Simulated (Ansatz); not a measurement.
# AlGeH (quintet): trial inputs and their diagnosis

4 inputs are run for AlGeH (quintet) as typed; the log has to tell whether the result can be used and what must change.

The runs use Ansatz 0.2.0, Gaussian basis; the settings change from run to run.

24 further runs of the same task are left out: 2 for a known fault of the program, 8 that didn't finish, 14 set aside as unsound or not needed.

**1. What is computed**

The geometry is a PBE0/def2-TZVP stationary point (not a proven minimum) of the parent state, kept for this charge and spin. No spin-orbit coupling is included. The filled d shell of Ge may be among the frozen orbitals whatever the setting's name suggests; the logs give the count.

3 atoms, charge 0, spin multiplicity 5.

Atoms are counted from 1 here; the program's logs count them from 0.

Bond lengths: Ge1–Al2 2.388 Å, Al2–H3 1.601 Å. Angles: Ge1–Al2–H3 180.0°.

**2. Try 1**

Contents of in.yaml:

```yaml
crystal:
  periodic: [false, false, false]
  atoms:
    - {symbol: Ge, position_ang: [0.000000, 0.000000, 2.125993]}
    - {symbol: Al, position_ang: [0.000000, 0.000000, -0.262451]}
    - {symbol: H, position_ang: [0.000000, 0.000000, -1.863543]}
basis:
  gaussian: {orbitals: STO-3G}
magnetization: {spin_polarized: false, initial_magnetization: 4}
correlation: {method: sc_nevpt2, electrons: outside_noble_gas}
scf: {lower_state_search: full}
```

On the command line:

```sh
ansatz run in.yaml --threads 1 --pin off --events-out ev --progress --plain --max-ram 2393MiB
```

Output:

```text
Error: this correlation method needs an active space: name one as the reference
```

It took 0.03 s on 1 thread of Arm Neoverse V1, shared host.

What is wrong: The run was refused. This method needs an active space and has none. Fix: add an active_space block.

**3. Try 2**

Contents of in.yaml:

```yaml
crystal:
  periodic: [false, false, false]
  atoms:
    - {symbol: Ge, position_ang: [0.000000, 0.000000, 2.125993]}
    - {symbol: Al, position_ang: [0.000000, 0.000000, -0.262451]}
    - {symbol: H, position_ang: [0.000000, 0.000000, -1.863543]}
basis:
  gaussian: {orbitals: 6-31G}
magnetization: {spin_polarized: false, initial_magnetization: 4}
correlation: {method: fic_mrcisd_q, electrons: valence, active_space: {window: {electrons: 6, orbitals: 6}, places: [1, 2]}}
accuracy: high
```

Same command.

Output:

```text
Error: invalid value for `correlation.active_space`: name one of window, places and ras
```

Wall time 0.03 s (1 thread of Arm Neoverse V1, shared host).

What is wrong: The run was refused. The active space is defined twice. Cure: keep one definition.

**4. Try 3**

Contents of in.yaml:

```yaml
crystal:
  periodic: [false, false, false]
  atoms:
    - {symbol: Ge, position_ang: [0.000000, 0.000000, 2.125993]}
    - {symbol: Al, position_ang: [0.000000, 0.000000, -0.262451]}
    - {symbol: H, position_ang: [0.000000, 0.000000, -1.863543]}
basis:
  gaussian: {orbitals: STO-3G}
magnetization: {spin_polarized: true, initial_magnetization: 12}
correlation: {method: ccsdt, electrons: outside_noble_gas}
scf: {omitted_lower_state_checks: [cluster_reference]}
```

Launched as before.

Output:

```text
Functional definition: HF
  name "HF"
  cite "Fock, Z. Phys. 61, 126 (1930) doi:10.1007/BF01340294"
  parent pbe
  exchange = exact_x
  correlation = 0
these checks for a lower state are left out or cut short: cluster_reference
372 factors; integrals over basis functions are off by at most 3.4e-8 eV
Error: 29 electrons of one spin do not fit in 28 independent orbitals
```

Wall time 0.12 s (1 thread of Arm Neoverse V1, shared host).

**Diagnosis.** The run was refused. Far too many unpaired electrons are asked for. Cure: set initial_magnetization to that of the wanted state.

**5. Try 4**

Contents of in.yaml:

```yaml
crystal:
  periodic: [false, false, false]
  atoms:
    - {symbol: Ge, position_ang: [0.000000, 0.000000, 2.125993]}
    - {symbol: Al, position_ang: [0.000000, 0.000000, -0.262451]}
    - {symbol: H, position_ang: [0.000000, 0.000000, -1.863543]}
basis:
  gaussian: {orbitals: cc-pVTZ-DK}
magnetization: {spin_polarized: false, initial_magnetization: 4}
correlation: {method: fic_mrcisd_q, electrons: outside_noble_gas, active_space: {window: {electrons: 6, orbitals: 6}, places: [1, 2]}}
accuracy: high
```

The command is unchanged.

Output:

```text
Error: invalid value for `correlation.active_space`: name one of window, places and ras
```

It took 0.03 s on 1 thread of Arm Neoverse V1, shared host.

What is wrong: The run was refused. The active space is defined twice. Fix: keep one definition.

**6. Summary**

```
try                     level    ended                                           cause    time
  1        'sc_nevpt2'/STO-3G  refused  this method needs an active space and has none  0.03 s
  2       MRCISD+Q(6,6)/6-31G  refused               the active space is defined twice  0.03 s
  3       CCSDT on UHF/STO-3G  refused   far too many unpaired electrons are asked for  0.12 s
  4  MRCISD+Q(6,6)/cc-pVTZ-DK  refused               the active space is defined twice  0.03 s
```

4 refused.
